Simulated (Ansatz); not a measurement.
# Cu: a strain scan

Aim: for Cu, see how energy and stress answer to the strain pattern (0, 1, 0, 0, 0, 0).

Computed with Ansatz 0.2.0 (DFT PBEsol, scalar-relativistic, plane waves, PAW, unless a step's input says otherwise).

## Step 1: Starting point

The structure is hexagonal, space group P6_3/mmc (No. 194). The conventional cell has a = 2.534 Å, b = 2.534 Å, c = 4.113 Å, α = 90.00°, β = 90.00°, γ = 120.00°. Cu (site symmetry -6m2) has 12 Cu at 2.52 to 2.53 Å in its first shell of neighbours.

As a file:

```cif
data_structure
_symmetry_space_group_name_H-M 'P 1'
_symmetry_Int_Tables_number 1
_cell_length_a 2.5341
_cell_length_b 2.5341
_cell_length_c 4.1126
_cell_angle_alpha 90.000
_cell_angle_beta 90.000
_cell_angle_gamma 120.000
_cell_volume 22.87
loop_
_atom_site_label
_atom_site_type_symbol
_atom_site_fract_x
_atom_site_fract_y
_atom_site_fract_z
_atom_site_occupancy
Cu1 Cu 0.33333 0.66667 0.25000 1
Cu2 Cu 0.66667 0.33333 0.75000 1
```

It goes back to an entry of the Materials Project, which need not be the stable form.

No relaxation comes first: the listed cell is the starting point.

## Step 2: The reference cell

Reference values: F = -13177.5302 eV; pressure -1.59 GPa; largest force 0.000 eV/Å; gap on the mesh none (metal). It was computed beforehand with the settings of the runs below.

## Step 3: Setting up a strain scan

The cell is strained by ε times the Voigt pattern (0, 1, 0, 0, 0, 0) (xx, yy, zz, yz, xz, xy; engineering shear), with fractional coordinates fixed (clamped ions). The stress on the pattern is the sum of the stress components weighted by it, tension positive.

## Step 4: ε = -0.0400

input.yaml

```yaml
crystal:
  lattice:
    - [2.5340966698, 0.0, 0.0]
    - [-1.2670483349, 2.106808408, 0.0]
    - [0.0, 0.0, 4.112571]
  atoms:
    - { symbol: Cu, position: [0.3333333333, 0.6666666667, 0.25] }
    - { symbol: Cu, position: [0.6666666667, 0.3333333333, 0.75] }
basis:
  ecutwfc: 420
kpoints:
  mp_grid: { grid: [24, 24, 12] }
hamiltonian:
  xc: pbesol
scf:
  occupations: { method: gaussian, width: 0.15 }
output:
  forces: true
  stress: true
  eigenvalues: true
```

Launch:

```bash
$ ansatz run input.yaml --threads 1 --pin off --max-ram 2560MiB --backend cpu --events-out ev --progress --plain --runs-dir out
```

Log (excerpt; [...] marks lines left out):

```text
Warning: RAYON_NUM_THREADS=1 ignored (pool sized by the plan → 1); use --threads N
[...]
Pseudopotentials: kind: paw
Pseudopotential: Cu, paw, valence charge 19, recommended cutoff 420 eV (normal), Cu.paw.azcp
Functional definition: PBEsol
[...]
Crystal: 2 atoms, lattice volume = 21.956 Å³
Basis set: ecut = 420 eV, 419 PW (Γ), exchange–correlation on 36×36×60 points (8 copies of the dense FFT grid, shifted against one another)
Bands: 23, of which v1, the nominal top of the filled ones, is band 19 counted from 1 (18 counted from 0)
Symmetry: 8 space group operations
Space group: Cmcm (ITA 63), of the structure as read, at distance tolerance 2.8e-5 Å
k-points: 1099 of 6912
[...]
SCF iter   1: F=—  HF=-13177.523424 eV  |F-HF|=—  |Δ(HF+E_count)|=         —  Δρ=2.21e-2  dr2=5.50e-2  ethr=1.77e-3  ⟨swp⟩=4.9  Hψ=92524  notcnv=0
[...]
SCF iter   6: F=-13177.510808 eV  HF=-13177.510808 eV  |F-HF|=9.09e-12  |Δ(HF+E_count)|=   9.49e-9  Δρ=3.57e-7  dr2=1.50e-11  ethr=1.29e-11  ⟨swp⟩=2.3  Hψ=82879  notcnv=0
[...]
SCF converged after 6 iterations
Free energy (F): -13177.510808 eV
[...]
E sigma→0 (E₀):  -13177.507115 eV
Entropy (-TS):   -0.007388 eV (-3.694 meV/atom)
Fermi energy:    18.206006 eV
[...]
--- Forces (eV/Å), atoms counted from 1 ---
  atom   1  Cu     0.00000000    -0.07755158     0.00000000
  atom   2  Cu     0.00000000     0.07755158     0.00000000
[...]
--- Stress (GPa, compression-positive) ---
        3.579455       0.000000       0.000000
        0.000000       9.573390       0.000000
        0.000000       0.000000       4.242820
  P = ⅓ Tr σ = 5.7986 GPa (57.986 kbar)
--- Band table (eV; the first three rows and the last of 1099) ---
  k-point 0: bands = ["-94.2242", "-94.2057", "-51.8000", "-51.6914", "-51.6850", "-51.6713", "-51.6656", "-51.6613", "8.1915", "12.6382", "14.8635", "14.9086", "15.1097", "15.2054", "15.4116", "15.6162", "15.6695", "16.4243", "16.4718", "16.7731", "22.1288", "39.9679", "40.6197"]
[...]
```

Run time: 52 s. Hardware: 1 thread of Intel Xeon at 2.50GHz (Skylake/Cascade Lake), shared host; peak memory 0.71 GiB.

## Step 5: ε = 0.0300

input.yaml: that of step 4 with these lines changed.

```diff
@@ -3,3 +3,3 @@
     - [2.5340966698, 0.0, 0.0]
-    - [-1.2670483349, 2.106808408, 0.0]
+    - [-1.2670483349, 2.2604298544, 0.0]
     - [0.0, 0.0, 4.112571]
```

Launch:

```bash
$ ansatz run input.yaml --threads 1 --pin off --max-ram 2560MiB --backend cpu --events-out ev --progress --plain --runs-dir out
```

Log (excerpt; [...] marks lines left out):

```text
[...]
SCF converged after 6 iterations
Free energy (F): -13177.505424 eV
[...]
E sigma→0 (E₀):  -13177.502004 eV
Entropy (-TS):   -0.006839 eV (-3.419 meV/atom)
Fermi energy:    16.624227 eV
[...]
--- Forces (eV/Å), atoms counted from 1 ---
  atom   1  Cu     0.00000000     0.05677131     0.00000000
  atom   2  Cu     0.00000000    -0.05677131     0.00000000
[...]
--- Stress (GPa, compression-positive) ---
       -5.315418      -0.000000       0.000000
       -0.000000      -9.065828      -0.000000
        0.000000      -0.000000      -3.000399
  P = ⅓ Tr σ = -5.7939 GPa (-57.939 kbar)
--- Band table (eV; the first three rows and the last of 1099) ---
  k-point 0: bands = ["-95.6145", "-95.5989", "-53.1936", "-53.0968", "-53.0933", "-53.0779", "-53.0763", "-53.0747", "7.1740", "11.5587", "13.5789", "13.6940", "13.7938", "13.8271", "14.0067", "14.1147", "14.1568", "14.9385", "14.9735", "15.7447", "20.6806", "36.9191", "38.1741"]
[...]
```

Run time: 50 s. Hardware: 1 thread of Intel Xeon at 2.50GHz (Skylake/Cascade Lake), shared host; peak memory 0.73 GiB.

## Step 6: ε = -0.0200

input.yaml: that of step 5 with these lines changed.

```diff
@@ -3,3 +3,3 @@
     - [2.5340966698, 0.0, 0.0]
-    - [-1.2670483349, 2.2604298544, 0.0]
+    - [-1.2670483349, 2.1507002499, 0.0]
     - [0.0, 0.0, 4.112571]
```

Launch:

```bash
$ ansatz run input.yaml --threads 1 --pin off --max-ram 2560MiB --backend cpu --events-out ev --progress --plain --runs-dir out
```

Log (excerpt; [...] marks lines left out):

```text
[...]
SCF converged after 6 iterations
Free energy (F): -13177.528943 eV
[...]
E sigma→0 (E₀):  -13177.525462 eV
Entropy (-TS):   -0.006963 eV (-3.481 meV/atom)
Fermi energy:    17.720181 eV
[...]
--- Forces (eV/Å), atoms counted from 1 ---
  atom   1  Cu     0.00000000    -0.03941360     0.00000000
  atom   2  Cu     0.00000000     0.03941360     0.00000000
[...]
--- Stress (GPa, compression-positive) ---
        0.382754       0.000000       0.000000
        0.000000       3.272143       0.000000
        0.000000       0.000000       1.809424
  P = ⅓ Tr σ = 1.8214 GPa (18.214 kbar)
--- Band table (eV; the first three rows and the last of 1099) ---
  k-point 0: bands = ["-94.6404", "-94.6229", "-52.2181", "-52.1113", "-52.1085", "-52.0917", "-52.0892", "-52.0860", "7.8842", "12.3164", "14.5501", "14.5505", "14.7129", "14.7876", "14.9297", "15.1760", "15.2033", "15.9880", "16.0118", "16.4623", "21.6919", "39.3951", "39.8952"]
[...]
```

It took 48 s on 1 thread of Intel Xeon at 2.50GHz (Skylake/Cascade Lake), shared host; peak memory 0.72 GiB.

## Step 7: At ε = 0.0100

input.yaml: that of step 6 with these lines changed.

```diff
@@ -3,3 +3,3 @@
     - [2.5340966698, 0.0, 0.0]
-    - [-1.2670483349, 2.1507002499, 0.0]
+    - [-1.2670483349, 2.2165380126, 0.0]
     - [0.0, 0.0, 4.112571]
```

Launch:

```bash
$ ansatz run input.yaml --threads 1 --pin off --max-ram 2560MiB --backend cpu --events-out ev --progress --plain --runs-dir out
```

Log (excerpt; [...] marks lines left out):

```text
[...]
SCF converged after 6 iterations
Free energy (F): -13177.525268 eV
[...]
E sigma→0 (E₀):  -13177.521977 eV
Entropy (-TS):   -0.006581 eV (-3.291 meV/atom)
Fermi energy:    17.045206 eV
[...]
--- Forces (eV/Å), atoms counted from 1 ---
  atom   1  Cu     0.00000000     0.01981857    -0.00000000
  atom   2  Cu    -0.00000000    -0.01981857     0.00000000
[...]
--- Stress (GPa, compression-positive) ---
       -3.362293       0.000000      -0.000000
        0.000000      -4.705306      -0.000000
       -0.000000      -0.000000      -1.244067
  P = ⅓ Tr σ = -3.1039 GPa (-31.039 kbar)
--- Band table (eV; the first three rows and the last of 1099) ---
  k-point 0: bands = ["-95.2357", "-95.2194", "-52.8146", "-52.7128", "-52.7117", "-52.6937", "-52.6927", "-52.6917", "7.4487", "11.8542", "14.0167", "14.0313", "14.0920", "14.2503", "14.3149", "14.5375", "14.5515", "15.3553", "15.3672", "16.0223", "21.0719", "38.2833", "38.7210"]
[...]
```

Wall time 52 s (1 thread of Intel Xeon at 2.50GHz (Skylake/Cascade Lake), shared host); peak memory 0.73 GiB.

## Step 8: At ε = 0.0400

input.yaml: that of step 7 with these lines changed.

```diff
@@ -3,3 +3,3 @@
     - [2.5340966698, 0.0, 0.0]
-    - [-1.2670483349, 2.2165380126, 0.0]
+    - [-1.2670483349, 2.2823757754, 0.0]
     - [0.0, 0.0, 4.112571]
```

Launch:

```bash
$ ansatz run input.yaml --threads 1 --pin off --max-ram 2560MiB --backend cpu --events-out ev --progress --plain --runs-dir out
```

Log (excerpt; [...] marks lines left out):

```text
Warning: RAYON_NUM_THREADS=1 ignored (pool sized by the plan → 1); use --threads N
[...]
[... 3 set-up lines as earlier in the session ...]
[...]
Crystal: 2 atoms, lattice volume = 23.786 Å³
Basis set: ecut = 420 eV, 471 PW (Γ), exchange–correlation on 36×36×60 points (8 copies of the dense FFT grid, shifted against one another)
Bands: 23, of which v1, the nominal top of the filled ones, is band 19 counted from 1 (18 counted from 0)
[... 1 set-up line as earlier in the session ...]
Space group: Cmcm (ITA 63), of the structure as read, at distance tolerance 2.9e-5 Å
k-points: 1099 of 6912
[...]
SCF iter   1: F=—  HF=-13177.504129 eV  |F-HF|=—  |Δ(HF+E_count)|=         —  Δρ=2.16e-2  dr2=5.83e-2  ethr=1.77e-3  ⟨swp⟩=4.5  Hψ=91219  notcnv=0
[...]
SCF iter   6: F=-13177.491117 eV  HF=-13177.491117 eV  |F-HF|=3.64e-12  |Δ(HF+E_count)|=   1.23e-8  Δρ=2.97e-7  dr2=1.27e-11  ethr=1.06e-11  ⟨swp⟩=2.3  Hψ=83000  notcnv=0
[...]
SCF converged after 6 iterations
Free energy (F): -13177.491117 eV
[...]
E sigma→0 (E₀):  -13177.487555 eV
Entropy (-TS):   -0.007123 eV (-3.561 meV/atom)
Fermi energy:    16.419975 eV
[...]
--- Forces (eV/Å), atoms counted from 1 ---
  atom   1  Cu     0.00000000     0.07287968     0.00000000
  atom   2  Cu     0.00000000    -0.07287968     0.00000000
[...]
--- Stress (GPa, compression-positive) ---
       -6.166582       0.000000       0.000000
        0.000000     -10.946744       0.000000
        0.000000       0.000000      -3.828750
  P = ⅓ Tr σ = -6.9807 GPa (-69.807 kbar)
--- Band table (eV; the first three rows and the last of 1099) ---
  k-point 0: bands = ["-95.7985", "-95.7833", "-53.3777", "-53.2834", "-53.2784", "-53.2646", "-53.2631", "-53.2600", "7.0410", "11.4146", "13.3676", "13.5248", "13.6272", "13.6472", "13.8551", "13.9096", "13.9655", "14.7362", "14.7823", "15.6104", "20.4914", "36.2390", "37.9139"]
[...]
```

It took 55 s on 1 thread of Intel Xeon at 2.50GHz (Skylake/Cascade Lake), shared host; peak memory 0.73 GiB.

## Step 9: ε = -0.0300

input.yaml: that of step 8 with these lines changed.

```diff
@@ -3,3 +3,3 @@
     - [2.5340966698, 0.0, 0.0]
-    - [-1.2670483349, 2.2823757754, 0.0]
+    - [-1.2670483349, 2.1287543289, 0.0]
     - [0.0, 0.0, 4.112571]
```

Launch:

```bash
$ ansatz run input.yaml --threads 1 --pin off --max-ram 2560MiB --backend cpu --events-out ev --progress --plain --runs-dir out
```

Log (excerpt; [...] marks lines left out):

```text
Warning: RAYON_NUM_THREADS=1 ignored (pool sized by the plan → 1); use --threads N
[...]
[... 3 set-up lines as earlier in the session ...]
[...]
Crystal: 2 atoms, lattice volume = 22.185 Å³
Basis set: ecut = 420 eV, 423 PW (Γ), exchange–correlation on 36×36×60 points (8 copies of the dense FFT grid, shifted against one another)
Bands: 23, of which v1, the nominal top of the filled ones, is band 19 counted from 1 (18 counted from 0)
[... 2 set-up lines as earlier in the session ...]
k-points: 1099 of 6912
[...]
SCF iter   1: F=—  HF=-13177.534762 eV  |F-HF|=—  |Δ(HF+E_count)|=         —  Δρ=2.20e-2  dr2=5.53e-2  ethr=1.77e-3  ⟨swp⟩=4.8  Hψ=92143  notcnv=0
[...]
SCF iter   6: F=-13177.522125 eV  HF=-13177.522125 eV  |F-HF|=1.27e-11  |Δ(HF+E_count)|=   1.06e-8  Δρ=3.89e-7  dr2=1.70e-11  ethr=1.34e-11  ⟨swp⟩=2.2  Hψ=82120  notcnv=0
[...]
SCF converged after 6 iterations
Free energy (F): -13177.522125 eV
[...]
E sigma→0 (E₀):  -13177.518519 eV
Entropy (-TS):   -0.007213 eV (-3.607 meV/atom)
Fermi energy:    17.959411 eV
[...]
--- Forces (eV/Å), atoms counted from 1 ---
  atom   1  Cu    -0.00000000    -0.05858245    -0.00000000
  atom   2  Cu     0.00000000     0.05858245     0.00000000
[...]
--- Stress (GPa, compression-positive) ---
        1.902982      -0.000000      -0.000000
       -0.000000       6.316129      -0.000000
       -0.000000      -0.000000       2.981757
  P = ⅓ Tr σ = 3.7336 GPa (37.336 kbar)
--- Band table (eV; the first three rows and the last of 1099) ---
  k-point 0: bands = ["-94.4343", "-94.4164", "-52.0112", "-51.9035", "-51.8989", "-51.8836", "-51.8796", "-51.8759", "8.0361", "12.4758", "14.7062", "14.7279", "14.9479", "14.9561", "15.1677", "15.3936", "15.4340", "16.2038", "16.2394", "16.6159", "21.9078", "39.6788", "40.2530"]
[...]
```

It took 49 s on 1 thread of Intel Xeon at 2.50GHz (Skylake/Cascade Lake), shared host; peak memory 0.72 GiB.

## Step 10: At ε = 0.0200

input.yaml: that of step 9 with these lines changed.

```diff
@@ -3,3 +3,3 @@
     - [2.5340966698, 0.0, 0.0]
-    - [-1.2670483349, 2.1287543289, 0.0]
+    - [-1.2670483349, 2.2384839335, 0.0]
     - [0.0, 0.0, 4.112571]
```

Launch:

```bash
$ ansatz run input.yaml --threads 1 --pin off --max-ram 2560MiB --backend cpu --events-out ev --progress --plain --runs-dir out
```

Log (excerpt; [...] marks lines left out):

```text
Warning: RAYON_NUM_THREADS=1 ignored (pool sized by the plan → 1); use --threads N
[...]
[... 3 set-up lines as earlier in the session ...]
[...]
Crystal: 2 atoms, lattice volume = 23.329 Å³
Basis set: ecut = 420 eV, 455 PW (Γ), exchange–correlation on 36×36×60 points (8 copies of the dense FFT grid, shifted against one another)
Bands: 23, of which v1, the nominal top of the filled ones, is band 19 counted from 1 (18 counted from 0)
[... 2 set-up lines as earlier in the session ...]
k-points: 1099 of 6912
[...]
SCF iter   1: F=—  HF=-13177.529787 eV  |F-HF|=—  |Δ(HF+E_count)|=         —  Δρ=2.17e-2  dr2=5.73e-2  ethr=1.77e-3  ⟨swp⟩=4.6  Hψ=91391  notcnv=0
[...]
SCF iter   6: F=-13177.516901 eV  HF=-13177.516901 eV  |F-HF|=1.09e-11  |Δ(HF+E_count)|=   6.53e-9  Δρ=5.49e-7  dr2=2.81e-11  ethr=1.05e-11  ⟨swp⟩=2.3  Hψ=85585  notcnv=0
[...]
SCF converged after 6 iterations
Free energy (F): -13177.516901 eV
[...]
E sigma→0 (E₀):  -13177.513570 eV
Entropy (-TS):   -0.006660 eV (-3.330 meV/atom)
Fermi energy:    16.832347 eV
[...]
--- Forces (eV/Å), atoms counted from 1 ---
  atom   1  Cu     0.00000000     0.03895896    -0.00000000
  atom   2  Cu    -0.00000000    -0.03895896     0.00000000
[...]
--- Stress (GPa, compression-positive) ---
       -4.384262       0.000000      -0.000000
        0.000000      -6.982946      -0.000000
       -0.000000      -0.000000      -2.142495
  P = ⅓ Tr σ = -4.5032 GPa (-45.032 kbar)
--- Band table (eV; the first three rows and the last of 1099) ---
  k-point 0: bands = ["-95.4269", "-95.4109", "-53.0059", "-52.9067", "-52.9044", "-52.8876", "-52.8859", "-52.8856", "7.3099", "11.7053", "13.7952", "13.8623", "13.9421", "14.0354", "14.1601", "14.3240", "14.3521", "15.1449", "15.1684", "15.8820", "20.8742", "37.6090", "38.4281"]
[...]
```

It took 45 s on 1 thread of Intel Xeon at 2.50GHz (Skylake/Cascade Lake), shared host; peak memory 0.73 GiB.

## Step 11: Point ε = -0.0100

input.yaml: that of step 10 with these lines changed.

```diff
@@ -3,3 +3,3 @@
     - [2.5340966698, 0.0, 0.0]
-    - [-1.2670483349, 2.2384839335, 0.0]
+    - [-1.2670483349, 2.1726461708, 0.0]
     - [0.0, 0.0, 4.112571]
```

Launch:

```bash
$ ansatz run input.yaml --threads 1 --pin off --max-ram 2560MiB --backend cpu --events-out ev --progress --plain --runs-dir out
```

Log (excerpt; [...] marks lines left out):

```text
[...]
SCF converged after 6 iterations
Free energy (F): -13177.531558 eV
[...]
E sigma→0 (E₀):  -13177.528189 eV
Entropy (-TS):   -0.006738 eV (-3.369 meV/atom)
Fermi energy:    17.488385 eV
[...]
--- Forces (eV/Å), atoms counted from 1 ---
  atom   1  Cu    -0.00000000    -0.01987142    -0.00000000
  atom   2  Cu     0.00000000     0.01987142     0.00000000
[...]
--- Stress (GPa, compression-positive) ---
       -0.992388      -0.000000      -0.000000
       -0.000000       0.423187      -0.000000
       -0.000000      -0.000000       0.720896
  P = ⅓ Tr σ = 0.0506 GPa (0.506 kbar)
--- Band table (eV; the first three rows and the last of 1099) ---
  k-point 0: bands = ["-94.8426", "-94.8254", "-52.4208", "-52.3152", "-52.3139", "-52.2958", "-52.2946", "-52.2919", "7.7358", "12.1597", "14.3749", "14.3962", "14.4754", "14.6287", "14.6976", "14.9633", "14.9771", "15.7768", "15.7887", "16.3123", "21.4805", "39.1105", "39.5441"]
[...]
```

It took 43 s on 1 thread of Intel Xeon at 2.50GHz (Skylake/Cascade Lake), shared host; peak memory 0.72 GiB.

## Step 12: At ε = 0.0350

input.yaml: that of step 11 with these lines changed.

```diff
@@ -3,3 +3,3 @@
     - [2.5340966698, 0.0, 0.0]
-    - [-1.2670483349, 2.1726461708, 0.0]
+    - [-1.2670483349, 2.2714028149, 0.0]
     - [0.0, 0.0, 4.112571]
```

Launch:

```bash
$ ansatz run input.yaml --threads 1 --pin off --max-ram 2560MiB --backend cpu --events-out ev --progress --plain --runs-dir out
```

Log (excerpt; [...] marks lines left out):

```text
Warning: RAYON_NUM_THREADS=1 ignored (pool sized by the plan → 1); use --threads N
[...]
[... 3 set-up lines as earlier in the session ...]
[...]
Crystal: 2 atoms, lattice volume = 23.672 Å³
Basis set: ecut = 420 eV, 471 PW (Γ), exchange–correlation on 36×36×60 points (8 copies of the dense FFT grid, shifted against one another)
Bands: 23, of which v1, the nominal top of the filled ones, is band 19 counted from 1 (18 counted from 0)
[... 2 set-up lines as earlier in the session ...]
k-points: 1099 of 6912
[...]
SCF iter   1: F=—  HF=-13177.511591 eV  |F-HF|=—  |Δ(HF+E_count)|=         —  Δρ=2.17e-2  dr2=5.80e-2  ethr=1.77e-3  ⟨swp⟩=4.6  Hψ=91282  notcnv=0
[...]
SCF iter   6: F=-13177.498604 eV  HF=-13177.498604 eV  |F-HF|=1.82e-11  |Δ(HF+E_count)|=   5.73e-9  Δρ=5.34e-7  dr2=2.61e-11  ethr=1.15e-11  ⟨swp⟩=2.4  Hψ=86544  notcnv=0
[...]
SCF converged after 6 iterations
Free energy (F): -13177.498604 eV
[...]
E sigma→0 (E₀):  -13177.495121 eV
Entropy (-TS):   -0.006967 eV (-3.484 meV/atom)
Fermi energy:    16.521674 eV
[...]
--- Forces (eV/Å), atoms counted from 1 ---
  atom   1  Cu     0.00000000     0.06504332     0.00000000
  atom   2  Cu     0.00000000    -0.06504332     0.00000000
[...]
--- Stress (GPa, compression-positive) ---
       -5.750109       0.000000       0.000000
        0.000000     -10.031433       0.000000
        0.000000       0.000000      -3.417289
  P = ⅓ Tr σ = -6.3996 GPa (-63.996 kbar)
--- Band table (eV; the first three rows and the last of 1099) ---
  k-point 0: bands = ["-95.7070", "-95.6916", "-53.2860", "-53.1906", "-53.1864", "-53.1717", "-53.1702", "-53.1679", "7.1072", "11.4863", "13.4726", "13.6097", "13.7203", "13.7259", "13.9307", "14.0116", "14.0607", "14.8369", "14.8774", "15.6772", "20.5855", "36.5774", "38.0530"]
[...]
```

Wall time 43 s (1 thread of Intel Xeon at 2.50GHz (Skylake/Cascade Lake), shared host); peak memory 0.73 GiB.

## Step 13: Results of the scan

All points in order; energies are free energies above the reference cell:

```tsv
ε	ΔE (meV/atom)	stress on the pattern (GPa)	pressure (GPa)
-0.0400	9.7	-9.57	5.8
-0.0300	4.1	-6.32	3.7
-0.0200	0.7	-3.27	1.8
-0.0100	-0.7	-0.42	0.1
0.0000	0.0	2.24	-1.6
0.0100	2.5	4.71	-3.1
0.0200	6.7	6.98	-4.5
0.0300	12.4	9.07	-5.8
0.0350	15.8	10.03	-6.4
0.0400	19.6	10.95	-7.0
```

## Step 14: Summary of results

| quantity | value |
| --- | --- |
| slope of the stress at ε = 0, over ±0.0100 | 256 GPa |

The slope of the stress at zero strain, 256 GPa, estimates C22 with clamped ions in this Cartesian frame; letting the atoms relax could not make it stiffer. The reference stands under -1.6 GPa, so this is no zero-stress constant. The energy drops below the reference, by 0.7 meV/atom at ε = -0.0100; the cell was taken as given and not relaxed at this level.
